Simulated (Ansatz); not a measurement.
# F3GeH: the cost of one run

Method: RHF/def2-SVP, in Ansatz 0.2.0.

### 1 The structure to begin with

Bond lengths: Ge1–H2 1.550 Å, Ge1–F3 1.680 Å, Ge1–F4 1.679 Å, Ge1–F5 1.679 Å. Angles: H2–Ge1–F3 109.4°, H2–Ge1–F4 109.5°, H2–Ge1–F5 109.5°, F3–Ge1–F4 109.5°, F3–Ge1–F5 109.5°, F4–Ge1–F5 109.5°.

Coordinates:

```xyz
5

Ge    0.0000    0.0000    0.0000
H     0.0000    0.0000    1.5500
F     1.5842    0.0000   -0.5594
F    -0.7913    1.3709   -0.5594
F    -0.7913   -1.3709   -0.5594
```

### 2 Relaxing the start

File input.yaml:

```yaml
crystal:
  periodic: [false, false, false]
  atoms:
    - { symbol: Ge, position_ang: [0.0, 0.0, 0.0] }
    - { symbol: H, position_ang: [0.0, 0.0, 1.55] }
    - { symbol: F, position_ang: [1.5842, 0.0, -0.5594] }
    - { symbol: F, position_ang: [-0.7913, 1.3709, -0.5594] }
    - { symbol: F, position_ang: [-0.7913, -1.3709, -0.5594] }
basis:
  gaussian: { orbitals: def2-SVP }
hamiltonian:
  xc: hf
relax:
  f_tol: 0.02
  max_steps: 40
```

On the command line:

```bash
$ ansatz run input.yaml --threads 1 --pin off --max-ram 2048MiB --backend cpu --events-out ev --progress --plain --runs-dir out
```

What time and memory should one allow on 1 thread of Arm Neoverse V1, shared host?

About 5.6 s, with a peak of 0.15 GiB.
